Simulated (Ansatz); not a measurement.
# doublet [SnF4]+ at 6 levels

We compute a comparison of 6 runs (U-r2SCAN/def2-SVP, U-revPBE/def2-SVP, UBLYP/def2-SVP, UCAM-B3LYP/def2-SVP, UPBE0/def2-SVP, USVWN5/def2-SVP) of doublet [SnF4]+. 

The calculation is run with Ansatz 0.2.0.

48 further runs of the same task are left out: 21 that didn't finish, 27 set aside as unsound or not needed. Runs told in other sessions of the task aren't counted.

## Step 1: Starting point

The species is [SnF4]+ (5 atoms), meant as a doublet with charge +1. As SMILES of the parent species, `[F][Sn]([F])([F])[F]`. The shape is that of a PBE0-D4/def2-TZVP optimisation. That shape belongs to the parent species and isn't relaxed for this state.

Bond lengths: F1–Sn2 1.876 Å, Sn2–F3 1.876 Å, Sn2–F4 1.876 Å, Sn2–F5 1.876 Å. Angles: F1–Sn2–F3 109.5°, F1–Sn2–F4 109.5°, F1–Sn2–F5 109.5°, F3–Sn2–F4 109.5°, F3–Sn2–F5 109.5°, F4–Sn2–F5 109.5°.

## Step 2: The energy at U-r2SCAN/def2-SVP (core potential) (run 1)

Contents of job.yaml:

```yaml
basis:
  gaussian:
    orbitals: def2-SVP
crystal:
  periodic: [false, false, false]
  atoms:
    - {symbol: F, position_ang: [0.130300, -0.871400, 1.656700]}
    - {symbol: Sn, position_ang: [0.009900, -0.014700, -0.008300]}
    - {symbol: F, position_ang: [-1.285400, 1.340000, 0.078100]}
    - {symbol: F, position_ang: [-0.477600, -1.263800, -1.320800]}
    - {symbol: F, position_ang: [1.672500, 0.736200, -0.447200]}
total_charge: 1
magnetization:
  spin_polarized: true
  initial_magnetization: 1
hamiltonian:
  xc: {name: r2SCAN}
accuracy: high
output: {orbitals: {seedname: orbitals}}
```

Started as:

```console
$ ansatz run job.yaml --threads 1 --pin off --max-ram 3480MiB --events-out events.jsonl --progress --plain --runs-dir runs
```

What it wrote:

```text
Warning: RAYON_NUM_THREADS=1 ignored (pool sized by the plan → 1); use --threads N
Functional definition: r2SCAN
  name "r2SCAN"
  parameter k0 = 0.174
  parameter k1 = 0.065
  parameter a1 = 4.9479
  exchange = r2scan_x(k0 = k0, k1 = k1, a1 = a1)
  correlation = r2scan_c
1746 factors; integrals over basis functions are off by at most 3.2e-9 eV
mean field evaluation 1: about -16664.2042 eV, gradient 6.0e1 eV
mean field evaluation 2: about -16609.4953 eV, gradient 1.4e2 eV
mean field evaluation 4: about -16671.7894 eV, gradient 3.1e1 eV
mean field evaluation 8: about -16674.0036 eV, gradient 1.9e1 eV
mean field evaluation 16: about -16676.1289 eV, gradient 2.1e-1 eV
mean field evaluation 32: about -16675.9632 eV, gradient 3.6e0 eV
mean field evaluation 64: about -16676.1049 eV, gradient 4.4e-1 eV
mean field evaluation 96: about -16676.1281 eV, gradient 1.2e-1 eV
mean field -16676.12986737 eV, -612.8364691392 hartree, gradient 8.8e-8 eV, S^2 0.753497; 10 other end points of the search recorded, 0 dependent functions left out
reference -16676.12987082 eV, -612.8364692658 hartree; 29, 28 occupied and 53, 54 virtual orbitals, 1746 factors
Total energy: -16676.12987082 eV, -612.8364692658 hartree
```

Run time: 2.3 min. Hardware: 1 thread of Arm Neoverse V1, shared host; peak memory 0.42 GiB.

## Step 3: A single-point energy at U-revPBE/def2-SVP (core potential) (run 2)

Contents of input.yaml:

```yaml
crystal:
  periodic: [false, false, false]
  atoms:
    - symbol: F
      position_ang: [0.130300, -0.871400, 1.656700]
    - symbol: Sn
      position_ang: [0.009900, -0.014700, -0.008300]
    - symbol: F
      position_ang: [-1.285400, 1.340000, 0.078100]
    - symbol: F
      position_ang: [-0.477600, -1.263800, -1.320800]
    - symbol: F
      position_ang: [1.672500, 0.736200, -0.447200]
basis:
  gaussian:
    orbitals: def2-SVP
total_charge: 1
magnetization:
  spin_polarized: true
  initial_magnetization: 1
hamiltonian:
  xc: {name: revPBE}
accuracy: high
output: {orbitals: {seedname: orbitals}}
```

Started as:

```console
$ ansatz run input.yaml --threads 1 --pin off --max-ram 3480MiB --events-out events.jsonl --progress --plain --runs-dir runs
```

What it wrote (excerpt; [...] marks lines left out):

```text
Warning: RAYON_NUM_THREADS=1 ignored (pool sized by the plan → 1); use --threads N
Functional definition: revPBE
  name "revPBE"
[...]
1746 factors; integrals over basis functions are off by at most 3.2e-9 eV
[...]
mean field -16676.48214951 eV, -612.8494152689 hartree, gradient 1.5e-8 eV, S^2 0.751887; 10 other end points of the search recorded, 0 dependent functions left out
reference -16676.48215458 eV, -612.8494154553 hartree; 29, 28 occupied and 53, 54 virtual orbitals, 1746 factors
Total energy: -16676.48215458 eV, -612.8494154553 hartree
```

Wall time 48 s (1 thread of Arm Neoverse V1, shared host); peak memory 0.26 GiB.

Runs 3 to 5 aren't shown in full; the table further down has their settings and results.

## Step 4: A single-point energy at USVWN5/def2-SVP (core potential) (run 6)

job.yaml: that of step 2 with these lines changed.

```diff
@@ -1,4 +1 @@
-basis:
-  gaussian:
-    orbitals: def2-SVP
 crystal:
@@ -11,3 +8,5 @@
     - {symbol: F, position_ang: [1.672500, 0.736200, -0.447200]}
-total_charge: 1
+basis:
+  gaussian:
+    orbitals: def2-SVP
 magnetization:
@@ -16,4 +15,5 @@
 hamiltonian:
-  xc: {name: r2SCAN}
+  xc: {name: SVWN5}
+total_charge: 1
+output: {orbitals: {seedname: orbitals}}
 accuracy: high
-output: {orbitals: {seedname: orbitals}}
```

Started as:

```console
$ ansatz run job.yaml --threads 1 --pin off --max-ram 3480MiB --events-out events.jsonl --progress --plain --runs-dir runs
```

What it wrote:

```text
Warning: RAYON_NUM_THREADS=1 ignored (pool sized by the plan → 1); use --threads N
Functional definition: SVWN5
  name "SVWN5"
  exchange = slater_x
  correlation = vwn5_c
1746 factors; integrals over basis functions are off by at most 3.2e-9 eV
mean field evaluation 1: about -16588.5643 eV, gradient 6.1e1 eV
mean field evaluation 2: about -16513.8738 eV, gradient 1.6e2 eV
mean field evaluation 4: about -16593.4597 eV, gradient 3.9e1 eV
mean field evaluation 8: about -16594.8816 eV, gradient 3.3e1 eV
mean field evaluation 16: about -16600.6684 eV, gradient 8.6e0 eV
mean field evaluation 32: about -16601.0091 eV, gradient 1.8e-8 eV
mean field evaluation 64: about -16600.9975 eV, gradient 6.3e-1 eV
mean field evaluation 96: about -16601.0090 eV, gradient 2.4e-4 eV
mean field -16601.00908252 eV, -610.0758312144 hartree, gradient 1.8e-8 eV, S^2 0.751477; 10 other end points of the search recorded, 0 dependent functions left out
reference -16601.00908645 eV, -610.0758313588 hartree; 29, 28 occupied and 53, 54 virtual orbitals, 1746 factors
Total energy: -16601.00908645 eV, -610.0758313588 hartree
```

It took 26 s on 1 thread of Arm Neoverse V1, shared host; peak memory 0.24 GiB.

## Step 5: Overview of the runs

| run | level | energy (Eh) | HOMO energy (eV) | LUMO energy (eV) | ⟨S²⟩ | wall time |
| --- | --- | --- | --- | --- | --- | --- |
| 1 | U-r2SCAN/def2-SVP (core potential) | -612.836469 | -17.56 | -17.41 | 0.753 | 2.3 min |
| 2 | U-revPBE/def2-SVP (core potential) | -612.849415 | -16.95 | -16.90 | 0.752 | 48 s |
| 3 | UBLYP/def2-SVP (core potential) | -612.864254 | -16.90 | -16.84 | 0.752 | 47 s |
| 4 | UCAM-B3LYP/def2-SVP (core potential) | -612.771363 | -19.84 | -16.52 | 0.758 | 1.7 min |
| 5 | UPBE0/def2-SVP (core potential) | -612.519451 | -18.58 | -17.16 | 0.757 | 56 s |
| 6 | USVWN5/def2-SVP (core potential) | -610.075831 | -17.29 | – | 0.751 | 26 s |

## Step 6: Results

| quantity | value |
| --- | --- |
| run 6: total energy | -610.07583 Eh |
| run 6: HOMO energy (highest over α and β) | -17.29 eV |
| run 6: ⟨S²⟩ | 0.751 |

Totals of different functionals can't be ranked against each other. All runs together took 6.9 min, the longest 2.3 min.
